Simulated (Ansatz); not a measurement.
# C2H6GeSe: rigid scan of one bond length in Python

Aim: a rigid scan of one bond length, for C2H6GeSe, run from a script.

Computed with Ansatz 0.2.0 through its Python package. Level of theory: MP2/def2-SVP.

## (1) The structure

Bond lengths: C1–C2 1.267 Å, C2–Ge3 1.904 Å, C2–Se4 1.972 Å, C1–H5 1.142 Å, C1–H6 1.103 Å, Ge3–H7 1.598 Å, Ge3–H8 1.489 Å, Ge3–H9 1.609 Å, Se4–H10 1.507 Å. Angles: C1–C2–Ge3 119.1°, C1–C2–Se4 122.1°, Ge3–C2–Se4 118.8°, C2–C1–H5 121.4°, C2–C1–H6 125.4°, H5–C1–H6 113.2°, C2–Ge3–H7 109.4°, C2–Ge3–H8 111.4°, C2–Ge3–H9 110.0°, H7–Ge3–H8 109.2°, H7–Ge3–H9 106.9°, H8–Ge3–H9 109.9°, C2–Se4–H10 89.4°.

No structure file is read: the coordinates are typed or built in the script.

## (2) Script

c2h6gese.py reads:

```python
"""Stretching a bond of C2H6GeSe, the rest held rigid."""

import ansatz as az
from ase import Atoms
import numpy as np

BASIS_SET = "def2-SVP"
LEVEL = "mp2"


def main() -> None:
    atoms = Atoms(["C", "C", "Ge", "Se", "H", "H", "H", "H", "H", "H"], positions=[
        [-1.1833, 0.8283, -0.4092],
        [-0.1169, 0.1474, -0.4807],
        [0.3162, -1.0458, 0.9385],
        [1.1298, 0.3069, -2.0007],
        [-1.4905, 1.5427, -1.246],
        [-1.897, 0.8124, 0.432],
        [1.7167, -1.7511, 0.6301],
        [-0.7306, -2.0911, 1.1091],
        [0.4986, -0.2246, 2.3104],
        [1.8401, 1.4238, -1.2806],
    ])
    geometry = az.Crystal.molecule_from_ase(atoms)

    symbols = [site.symbol for site in geometry.cartesian_sites]
    start = np.array([site.position_ang for site in geometry.cartesian_sites])
    axis = (start[6] - start[2]) / np.linalg.norm(start[6] - start[2])
    moving = [6]
    lengths, energies = [1.36, 1.47, 1.6, 1.76, 2.0, 2.4, 2.88, 3.52], []
    for length in lengths:
        xyz = start.copy()
        xyz[moving] += (length - np.linalg.norm(start[6] - start[2])) * axis
        point = az.Crystal.molecule()
        for symbol, xyz in zip(symbols, xyz):
            point = point.atom(symbol, xyz.tolist())
        job = (
            point.calculation()
            .basis(gaussian=BASIS_SET)
            .correlation(LEVEL)
            .scf(lower_state_search="light")
        )
        data = job.run(threads=1, pin="off").report
        energies.append(data["free_energy_ev"])
        print(f"r = {length:6.3f} A  E = {energies[-1]:.5f} eV  <S^2> = {abs(data['mean_field']['state']['spin_squared']):.3f}")

    print("energy above the lowest point (eV):", [round(e - min(energies), 3) for e in energies])


if __name__ == "__main__":
    main()
```

## (3) The input behind the calls

The engine receives this input (first run):

```yaml
crystal:
  periodic: [false, false, false]
  atoms:
    - { symbol: C, position_ang: [-1.1833, 0.8283, -0.4092] }
    - { symbol: C, position_ang: [-0.1169, 0.1474, -0.4807] }
    - { symbol: Ge, position_ang: [0.3162, -1.0458, 0.9385] }
    - { symbol: Se, position_ang: [1.1298, 0.3069, -2.0007] }
    - { symbol: H, position_ang: [-1.4905, 1.5427, -1.246] }
    - { symbol: H, position_ang: [-1.897, 0.8124, 0.432] }
    - { symbol: H, position_ang: [1.5080320760563644, -1.6460136117404884, 0.676050151905903] }
    - { symbol: H, position_ang: [-0.7306, -2.0911, 1.1091] }
    - { symbol: H, position_ang: [0.4986, -0.2246, 2.3104] }
    - { symbol: H, position_ang: [1.8401, 1.4238, -1.2806] }
basis:
  gaussian:
    orbitals: def2-SVP
correlation:
  method: mp2
scf:
  lower_state_search: light
```

## (4) Running it

On the command line:

```bash
$ python c2h6gese.py
```

**Question.** What results will this script give? Wanted: range of energy; lowest point, distance.

As calculated:

| quantity | value |
| --- | --- |
| runs compared | 8 |
| range of energy | 4.803 eV |
| lowest point, distance (Å) | 1.47 |

The lowest point, at 1.47, lies inside the range. The ends stand 0.294 and 4.8 eV above it. The distance scanned is the script's pair 2, 6. These settings explore the input space; basis and method may be short of convergence. The rest of the molecule is held rigid at a force-field or estimated start geometry, and the basis set is modest; single-reference methods fail as a bond breaks.
